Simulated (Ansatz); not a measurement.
# MnPt2 in Ansatz: the effect of functional

MnPt2:

```xyz
3
Lattice="2.8392 0.0000 0.0000 -1.4196 2.4588 0.0000 0.0000 0.0000 6.4887" Properties=species:S:1:pos:R:3 pbc="T T T"
Pt    1.4196    0.8196    2.0518
Pt    0.0000    1.6392    4.4369
Mn    0.0000    0.0000    0.0000
```

The cell comes from a database or a generator and needn't be the stable form of this composition.

The cell isn't the ideal one: volume scaled by 0.98.

Alike in all runs:

- Program: Ansatz 0.2.0
- Task: single point
- Potentials or basis: Ansatz PAW
- k mesh: 11 × 11 × 4
- Occupations: fermi-dirac, width 0.05 eV
- Spin: collinear spin, ferromagnetic start
- Starting moments: [0.0, 0.0, 4.0] μB

```csv
functional,cutoff,pressure (GPa),moment (μB),largest force (eV/Å)
LDA,420 eV (not typed: the program's choice for these potentials),-12.8,4.16,0.05
PBEsol,420 eV (not typed: the program's choice for these potentials),-5.9,4.41,0.06
r2SCAN,500 eV (not typed: the program's choice for these potentials),?,?,?
```

Task: What does the run with functional r2SCAN give?

Result: Pressure 1.8 GPa; moment 4.80 μB; largest force 0.10 eV/Å.

Caveats: the PAW data sets come from PBE, with cores solved anew for the run's functional, which leaves a small shift of forces and pressure; the magnetic or orbital state may not be the lowest (some runs).

Runs at the PBE level aren't shown here.
